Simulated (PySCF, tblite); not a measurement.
**C₇H₅O₂ radical: geometry, infrared bands and EPR parameters**

What infrared bands and EPR parameters should C₇H₅O₂ radical (`O=COc1cc[c]cc1`) show?

Computed with tblite 0.8.0 and PySCF 2.14.0, with density-fitted response routines of our own, on a single molecule in the gas phase. Atoms count from 0, in the outputs and in this text.

### 1 Starting geometry

14 atoms, charge 0, multiplicity 2; geometry from: force field or distance geometry start.

Bonds of the start (Å): O0–C1 1.23, C1–O2 1.37, O2–C3 1.39, C3–C4 1.39, C4–C5 1.39, C5–C6 1.39, C6–C7 1.40, C7–C8 1.40, C8–C3 1.41, C1–H9 1.09, C4–H10 1.09, C5–H11 1.08, C7–H12 1.09, C8–H13 1.08.

### 2 Geometry optimisation with GFN2-xTB

Job settings and geometry (Å):

```
{"job": {"kind": "relax", "xc": "GFN2-xTB", "basis": "xTB"}, "charge": 0, "multiplicity": 2}
O      2.473900     0.749000    -0.952600
C      1.783100     0.266200    -1.850700
O      0.506900    -0.237500    -1.765100
C     -0.066600    -0.141600    -0.501800
C     -1.103700     0.758800    -0.284300
C     -1.720800     0.825700     0.956300
C     -1.299400    -0.017900     1.982200
C     -0.268400    -0.936500     1.772400
C      0.349200    -1.018200     0.521700
H      2.123800     0.139300    -2.877700
H     -1.431800     1.411300    -1.097200
H     -2.523300     1.530400     1.142600
H      0.032200    -1.595500     2.585700
H      1.144100    -1.733900     0.346300
```

Run with:

```
$ OMP_NUM_THREADS=1 python probes_run.py task.json out
```

The driver reads the jobs from task.json and runs them one after another.

**Question.** This job is followed by: GFN2-xTB harmonic vibrations, gas phase; UKS B3LYP, pcH-1 on C H O, non-relativistic, mean-field spin-orbit, GIAO. Predict these results of the whole session: strongest single infrared mode (GFN2-xTB); zero-point energy (GFN2-xTB); g(iso) (B3LYP); ⟨S²⟩; largest a(iso) (averaged by class); potential on the surface of density 0.002 e/bohr³, 1st and 99th percentile.

The runs gave:

| quantity | value |
| --- | --- |
| strongest single infrared mode (GFN2-xTB) | 1783 cm⁻¹, 524 km/mol |
| zero-point energy (GFN2-xTB) | 61.2 kcal/mol |
| g(iso) (B3LYP) | 2.00218 |
| ⟨S²⟩ | 0.757 (exact 0.75) |
| largest a(iso) (averaged by class) | 13C on C6, 404.7 MHz |
| potential on the surface of density 0.002 e/bohr³, 1st and 99th percentile | -1.34 V and 1.17 V |

**Reading.** Over 106 steps the energy fell by 0.269 eV; of the close pairs, C1–O2 changed most, 1.375 to 1.321 Å. No mode is imaginary among the 36: a minimum at this level. The strongest single mode, at 1783 cm⁻¹, moves mainly C1 and O0. GFN2-xTB is a fitted tight-binding method: band positions and strengths are rough. Its intensities can rank the bands wrongly. C6 carries the largest spin population, 1.01 e. The isotropic g lies 0.1 ppt below the free-electron value. The conformer search found further structures of the same energy, which may be mirror or relabelled copies of this one.
